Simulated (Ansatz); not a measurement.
Crystal: Mg5As.

```
CELL_PARAMETERS angstrom
5.83380 -1.57222 0.00000
5.83380 1.57222 0.00000
-2.12699 0.00000 7.11680
ATOMIC_POSITIONS crystal
As 0.60688 0.60688 0.71469
Mg 0.00433 0.00433 0.97888
Mg 0.31447 0.31447 0.66917
Mg 0.95203 0.95203 0.41785
Mg 0.66743 0.66743 0.32455
Mg 0.28820 0.28820 0.06153
```

The cell comes from a database or a generator and needn't be the stable form of this composition.

| Property | Result |
| --- | --- |
| Program | Ansatz 0.2.0 |
| Task | single point |
| Functional | PBE |
| Potentials or basis | Ansatz PAW |
| Cutoff | 420 eV (not typed: the program's choice for these potentials) |
| k mesh | 9 × 9 × 4 |
| Occupations | fermi-dirac, width 0.05 eV |
| Spin | no spin polarisation |

On this cell: pressure 0.1 GPa; largest force 0.034 eV/Å; band gap on the k mesh none (metal or under the smearing width).

The same run follows on a disturbed copy (atoms moved at random, drawn with an rms of 0.05 Å):

```xyz
6
Lattice="5.8338 -1.5722 0.0000 5.8338 1.5722 0.0000 -2.1270 0.0000 7.1168" Properties=species:S:1:pos:R:3 pbc="T T T"
As    5.5436   -0.0358    5.0641
Mg   -2.0378    0.0256    6.9240
Mg    2.2360    0.0298    4.7284
Mg   10.1670   -0.0023    2.9350
Mg    7.1938   -0.0045    2.2877
Mg    3.2387   -0.0229    0.4488
```

Task: What changes?

Result: The energy (extrapolated to zero smearing) moves by +5.3 meV/atom; pressure 0.2 GPa; largest force 0.373 eV/Å; band gap on the k mesh none (metal or under the smearing width).

Forces in eV/Å, atoms in the order of the input:
```
As  -0.001  0.039 -0.049
Mg   0.073 -0.033  0.054
Mg  -0.069 -0.047  0.161
Mg   0.305 -0.006  0.115
Mg  -0.370  0.015 -0.051
Mg   0.063  0.033 -0.230
```

Stress tensor (GPa, compression positive):
```
 0.36  0.03  0.02
 0.03  0.02 -0.05
 0.02 -0.05  0.12
```
